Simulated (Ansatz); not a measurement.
# C₂H₅NSi: up Jacob's ladder to CCSD(T)

One table from this session's results is given with a row withheld; the runs are named, their logs left out.

Computed with Ansatz 0.2.0, Gaussian basis. Level: functionals in def2-TZVPP, the program's frozen cores in correlated methods.

Plan: LDA (SPW92), PBE-D4, revPBE-D4, BLYP-D4, r2SCAN-D4, B97M-V, PBE0-D4, B3LYP-D4, r2SCANh-D4, r2SCAN0-D4, HSE06-D4, BHLYP-D4, CAM-B3LYP-D4, LC-ωPBE, ωB97X-V, ωB97M-V, B2PLYP, PBE-QIDH; CCSD(T)/def2-SVP; CCSD(T)/def2-TZVPP; MP2/def2-QZVPP; extrapolation to the limit; RPA on PBE.

### Structure used throughout

The geometry comes from an earlier relaxation with PBE0-D4 in a triple-zeta def2 set; it is a stationary point, not always the lowest conformer.

SMILES `CC1=N[SiH2]1`, 9 atoms, charge 0, spin multiplicity 1.

Atoms are counted from 1 here; the program's logs count them from 0.

Bond lengths: C1–C2 1.477 Å, C1–H5 1.093 Å, C1–H6 1.093 Å, C1–H7 1.092 Å, C2–N3 1.276 Å, C2–Si4 1.786 Å, N3–Si4 1.791 Å, Si4–H8 1.478 Å, Si4–H9 1.478 Å. Angles: C2–C1–H5 109.8°, C2–C1–H6 109.9°, C2–C1–H7 110.5°, H5–C1–H6 107.0°, H5–C1–H7 109.8°, H6–C1–H7 109.8°, C1–C2–N3 131.5°, C1–C2–Si4 159.2°, N3–C2–Si4 69.3°, C2–N3–Si4 68.9°, C2–Si4–N3 41.8°, C2–Si4–H8 122.2°, C2–Si4–H9 122.2°, N3–Si4–H8 118.0°, N3–Si4–H9 118.0°, H8–Si4–H9 114.1°.

The first run:

Contents of in.yaml:

```yaml
crystal:
  periodic: [false, false, false]
  atoms:
    - {symbol: C, position_ang: [0.002145, 1.129003, -1.000503]}
    - {symbol: C, position_ang: [0.210479, 0.036856, -0.027876]}
    - {symbol: N, position_ang: [1.274647, -0.462545, 0.467955]}
    - {symbol: Si, position_ang: [-0.182298, -1.281036, 1.111180]}
    - {symbol: H, position_ang: [-0.538716, 0.751304, -1.871577]}
    - {symbol: H, position_ang: [-0.617393, 1.910486, -0.554103]}
    - {symbol: H, position_ang: [0.959767, 1.550443, -1.314513]}
    - {symbol: H, position_ang: [-0.461018, -2.658883, 0.656300]}
    - {symbol: H, position_ang: [-0.559211, -1.022029, 2.516137]}
basis:
  gaussian: {orbitals: def2-TZVPP}
hamiltonian: {xc: lda}
output: {orbitals: {seedname: orbitals}}
```

Launch:

```console
ansatz run in.yaml --threads 2 --pin off --events-out ev --progress --plain --max-ram 4352MiB
```

Steps of the session up to this table: LDA; PBE-D4 (GGA); revPBE-D4 (GGA); BLYP-D4 (GGA); r2SCAN-D4 (meta-GGA); B97M-V (meta-GGA); B3LYP-D4 (hybrid); r2SCANh-D4 (hybrid); r2SCAN0-D4 (hybrid); HSE06-D4 (hybrid); BHLYP-D4 (hybrid); CAM-B3LYP-D4 (range-separated); LC-ωPBE (range-separated); ωB97X-V (range-separated); ωB97M-V (range-separated); B2PLYP (double hybrid); PBE-QIDH (double hybrid).

One table of the session follows, with a row left open; its other results are not shown here.

It belongs to the step «Orbital energies across the functionals». 

```
  functional  HOMO (eV)  gap (eV)
 LDA (SPW92)          ?         ?
      PBE-D4      -5.36      3.80
   revPBE-D4      -5.31      3.83
     BLYP-D4      -5.23      3.83
   r2SCAN-D4      -5.55      4.23
      B97M-V      -5.63      4.44
     PBE0-D4      -6.51      6.15
    B3LYP-D4      -6.31      5.71
  r2SCANh-D4      -5.98      5.10
  r2SCAN0-D4      -6.64      6.40
    HSE06-D4      -6.11      5.36
    BHLYP-D4      -7.57      8.09
CAM-B3LYP-D4      -7.81      8.48
     LC-ωPBE      -9.11     10.90
     ωB97X-V      -8.78     10.46
     ωB97M-V      -8.68     10.12
```

Estimate the missing values for LDA (SPW92).

The run gave: HOMO (eV): -5.51; gap (eV): 3.72. In the column «HOMO (eV)» it lies between r2SCAN-D4 (-5.55) and PBE-D4 (-5.36).
